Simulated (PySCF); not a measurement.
**GeH2 (SMILES [H][Ge][H]): MP2/STO-3G**

What is the vertical singlet–triplet gap of GeH2 at MP2/STO-3G? The job is set up through a Python script.

Program for the calculation: PySCF 2.14.0.

13 further runs of the same task are left out: 1 that didn't finish, 12 set aside as unsound or not needed.

## (1) The molecule

GeH2 has 3 atoms, charge 0, and is taken as a singlet. As SMILES, `[H][Ge][H]`. Geometry: a GFN2-xTB relaxation, a rough one for these elements and not checked as a minimum.

Bond lengths: Ge1–H2 1.609 Å, Ge1–H3 1.607 Å. Angles: H2–Ge1–H3 86.5°.

## (2) The energy at MP2/STO-3G

input.xyz reads:

```xyz
3
GeH2
Ge     0.004590    -0.009050    -0.781020
H      1.098840    -0.017820     0.398440
H     -1.103430     0.026870     0.382580
```

run.py reads:

```python
from pyscf import gto, scf, mp

mol = gto.Mole()
mol.atom = 'input.xyz'
mol.basis = 'sto-3g'
mol.max_memory = 1860
mol.verbose = 4
mol.build()

mf = scf.RHF(mol)
mf.conv_tol = 1e-10
mf.kernel()
if not mf.converged:
    mf = mf.newton().run(mf.mo_coeff, mf.mo_occ)

pt = mp.MP2(mf, frozen=9).run()
energy = pt.e_tot
print(f'total energy: {energy:.8f} hartree')
```

On the command line:

```sh
$ OMP_NUM_THREADS=1 python run.py
```

The program printed:

```text
PySCF version 2.14.0

[INPUT] num. atoms = 3
[INPUT] num. electrons = 34
[INPUT] charge = 0
[INPUT] spin (= nelec alpha-beta = 2S) = 0
[INPUT] symmetry False subgroup None
[INPUT] Mole.unit = angstrom
[INPUT] Symbol           X                Y                Z      unit          X                Y                Z       unit  Magmom
[INPUT]  1 Ge     0.004590000000  -0.009050000000  -0.781020000000 AA    0.008673842912  -0.017102021427  -1.475913897808 Bohr   0.0
[INPUT]  2 H      1.098840000000  -0.017820000000   0.398440000000 AA    2.076506654717  -0.033674919540   0.752942477072 Bohr   0.0
[INPUT]  3 H     -1.103430000000   0.026870000000   0.382580000000 AA   -2.085180497629   0.050776940967   0.722971420736 Bohr   0.0

nuclear repulsion = 21.3015695193692
number of shells = 10
number of NR pGTOs = 60
number of NR cGTOs = 20
basis = sto-3g
ecp = {}

******** <class 'pyscf.scf.hf.RHF'> ********
method = RHF
initial guess = minao
damping factor = 0
level_shift factor = 0
DIIS = <class 'pyscf.scf.diis.CDIIS'>
diis_start_cycle = 1
diis_space = 8
diis_damp = 0
SCF conv_tol = 1e-10
SCF conv_tol_grad = None
SCF max_cycles = 50
direct_scf = True
direct_scf_tol = 1e-13
Set gradient conv threshold to 1e-05
Initial guess from minao.
init E= -2049.79606514781
  HOMO = -0.421154624231978  LUMO = -0.246432862194445  gap/eV = 4.75442
cycle= 1 E= -2052.79276926557  delta_E=   -3  |g|= 0.283  |ddm|= 1.82
  HOMO = -0.212409017728034  LUMO = 0.199535604625885  gap/eV = 11.20958
cycle= 2 E= -2052.81721518687  delta_E= -0.0244  |g|= 0.0279  |ddm|= 0.396
  HOMO = -0.237648759887381  LUMO = 0.172059838849013  gap/eV = 11.14874
cycle= 3 E= -2052.81773511718  delta_E= -0.00052  |g|= 0.00866  |ddm|= 0.0708
  HOMO = -0.237464230233303  LUMO = 0.172521290161036  gap/eV = 11.15627
cycle= 4 E= -2052.81779423374  delta_E= -5.91e-05  |g|= 0.0013  |ddm|= 0.029
  HOMO = -0.237721770808178  LUMO = 0.172249102881528  gap/eV = 11.15588
cycle= 5 E= -2052.81779566884  delta_E= -1.44e-06  |g|= 0.000337  |ddm|= 0.00359
  HOMO = -0.237693645473862  LUMO = 0.172285408906909  gap/eV = 11.15610
cycle= 6 E= -2052.81779581935  delta_E= -1.51e-07  |g|= 0.000135  |ddm|= 0.0011
  HOMO = -0.237695106489  LUMO = 0.172280070039773  gap/eV = 11.15599
cycle= 7 E= -2052.81779585039  delta_E= -3.1e-08  |g|= 2.76e-05  |ddm|= 0.00062
  HOMO = -0.237696436271314  LUMO = 0.172280268216554  gap/eV = 11.15603
cycle= 8 E= -2052.81779585146  delta_E= -1.07e-09  |g|= 2.46e-06  |ddm|= 0.000126
  HOMO = -0.237696153553565  LUMO = 0.172280608719831  gap/eV = 11.15604
cycle= 9 E= -2052.81779585146  delta_E= -4.09e-12  |g|= 2.61e-07  |ddm|= 8.8e-06
  HOMO = -0.237696155049812  LUMO = 0.172280610617214  gap/eV = 11.15604
Extra cycle  E= -2052.81779585146  delta_E= -4.55e-13  |g|= 8.9e-08  |ddm|= 5.9e-07
converged SCF energy = -2052.81779585146

******** <class 'pyscf.mp.mp2.RMP2'> ********
nocc = 8, nmo = 11
frozen orbitals 9
E(RMP2) = -2052.85193061251  E_corr = -0.0341347610466256
E(SCS-RMP2) = -2052.85857394818  E_corr = -0.0407780967207759
E_corr(same-spin) = -0.0002118652328941
E_corr(oppo-spin) = -0.0339228958137315
total energy: -2052.85193061 hartree
```

Run time: 0.6 s. Hardware: 1 thread of Arm Neoverse V2, shared host; peak memory 0.12 GiB.

## (3) The triplet

job.py reads:

```python
from pyscf import gto, mp

mol = gto.Mole()
mol.atom = 'Ge 0.004590 -0.009050 -0.781020; H 1.098840 -0.017820 0.398440; H -1.103430 0.026870 0.382580'
mol.charge = 0
mol.spin = 2
mol.verbose = 4
mol.max_memory = 1860
mol.basis = 'sto-3g'
mol.build()

mf = mol.UHF()
mf.conv_tol = 1e-10
mf.kernel()
if not mf.converged:
    mf = mf.newton().run(mf.mo_coeff, mf.mo_occ)

pt = mp.MP2(mf, frozen=9).run()
e_tot = pt.e_tot
print('E(%s) = %.9f' % ('MP2', e_tot))
```

On the command line:

```sh
$ OMP_NUM_THREADS=1 python job.py
```

The program printed:

```text
PySCF version 2.14.0

[INPUT] num. atoms = 3
[INPUT] num. electrons = 34
[INPUT] charge = 0
[INPUT] spin (= nelec alpha-beta = 2S) = 2
[INPUT] symmetry False subgroup None
[INPUT] Mole.unit = angstrom
[INPUT] Symbol           X                Y                Z      unit          X                Y                Z       unit  Magmom
[INPUT]  1 Ge     0.004590000000  -0.009050000000  -0.781020000000 AA    0.008673842912  -0.017102021427  -1.475913897808 Bohr   0.0
[INPUT]  2 H      1.098840000000  -0.017820000000   0.398440000000 AA    2.076506654717  -0.033674919540   0.752942477072 Bohr   0.0
[INPUT]  3 H     -1.103430000000   0.026870000000   0.382580000000 AA   -2.085180497629   0.050776940967   0.722971420736 Bohr   0.0

nuclear repulsion = 21.3015695193692
number of shells = 10
number of NR pGTOs = 60
number of NR cGTOs = 20
basis = sto-3g
ecp = {}

******** <class 'pyscf.scf.uhf.UHF'> ********
method = UHF
initial guess = minao
damping factor = 0
level_shift factor = 0
DIIS = <class 'pyscf.scf.diis.CDIIS'>
diis_start_cycle = 1
diis_space = 8
diis_damp = 0
SCF conv_tol = 1e-10
SCF conv_tol_grad = None
SCF max_cycles = 50
direct_scf = True
direct_scf_tol = 1e-13
number electrons alpha = 18  beta = 16
Set gradient conv threshold to 1e-05
init E= -2049.79606514781
[... the frontier-level lines of each cycle are left out ...]


cycle= 1 E= -2052.73138761427  delta_E= -2.94  |g|= 0.222  |ddm|=  1.5
cycle= 2 E= -2052.77387301695  delta_E= -0.0425  |g|= 0.0339  |ddm|= 0.381
cycle= 3 E= -2052.77611954514  delta_E= -0.00225  |g|= 0.0172  |ddm|= 0.0823
cycle= 4 E= -2052.77703778577  delta_E= -0.000918  |g|= 0.0086  |ddm|= 0.0663
cycle= 5 E= -2052.77736210339  delta_E= -0.000324  |g|= 0.00389  |ddm|= 0.0476
cycle= 6 E= -2052.77743621644  delta_E= -7.41e-05  |g|= 0.000504  |ddm|= 0.0345
cycle= 7 E= -2052.77743683163  delta_E= -6.15e-07  |g|= 0.00017  |ddm|= 0.00211
cycle= 8 E= -2052.77743692344  delta_E= -9.18e-08  |g|= 7.28e-05  |ddm|= 0.000661
cycle= 9 E= -2052.77743694493  delta_E= -2.15e-08  |g|= 2.43e-05  |ddm|= 0.000362
cycle= 10 E= -2052.77743694727  delta_E= -2.34e-09  |g|= 6.18e-06  |ddm|= 0.000139
cycle= 11 E= -2052.77743694739  delta_E= -1.2e-10  |g|= 2.76e-06  |ddm|= 2.64e-05
cycle= 12 E= -2052.77743694742  delta_E= -2.82e-11  |g|= 1.35e-06  |ddm|= 1.36e-05
Extra cycle  E= -2052.77743694743  delta_E= -6.37e-12  |g|= 1.06e-06  |ddm|= 3.4e-06
converged SCF energy = -2052.77743694743  <S^2> = 2.0059759  2S+1 = 3.0039813

******** <class 'pyscf.mp.ump2.UMP2'> ********
nocc = (np.int64(9), np.int64(7)), nmo = (11, 11)
frozen orbitals 9
E(UMP2) = -2052.80389301138  E_corr = -0.0264560639477875
E(SCS-UMP2) = -2052.8088116609  E_corr = -0.0313747134741029
E_corr(same-spin) = -0.000429880688356286
E_corr(oppo-spin) = -0.0260261832594312
E(MP2) = -2052.803893011
```

Wall time 0.62 s (1 thread of Arm Neoverse V2, shared host); peak memory 0.12 GiB.

## (4) Results

Level: MP2/STO-3G, 9 core orbitals frozen.

```
                                                           quantity           value
                                              singlet: total energy  -2052.85193 Eh
                      singlet: dipole moment (Hartree–Fock density)          0.16 D
                       singlet: HOMO energy (Hartree–Fock orbitals)        -6.47 eV
                       singlet: LUMO energy (Hartree–Fock orbitals)         4.69 eV
                     singlet: HOMO–LUMO gap (Hartree–Fock orbitals)        11.16 eV
               singlet: correlation energy (9 core orbitals frozen)       -34.1 mEh
                                              triplet: total energy  -2052.80389 Eh
                      triplet: dipole moment (Hartree–Fock density)          1.57 D
triplet: HOMO energy (Hartree–Fock orbitals) (highest over α and β)        -5.44 eV
 triplet: LUMO energy (Hartree–Fock orbitals) (lowest over α and β)         3.60 eV
               triplet: correlation energy (9 core orbitals frozen)       -26.5 mEh
                         triplet: ⟨S²⟩ of the reference determinant           2.006
                   vertical energy of the triplet above the singlet        1.307 eV
```

At this shape the triplet lies 1.31 eV (30 kcal/mol) above the singlet. In a minimal basis such a difference can be off by several eV, whatever the method.
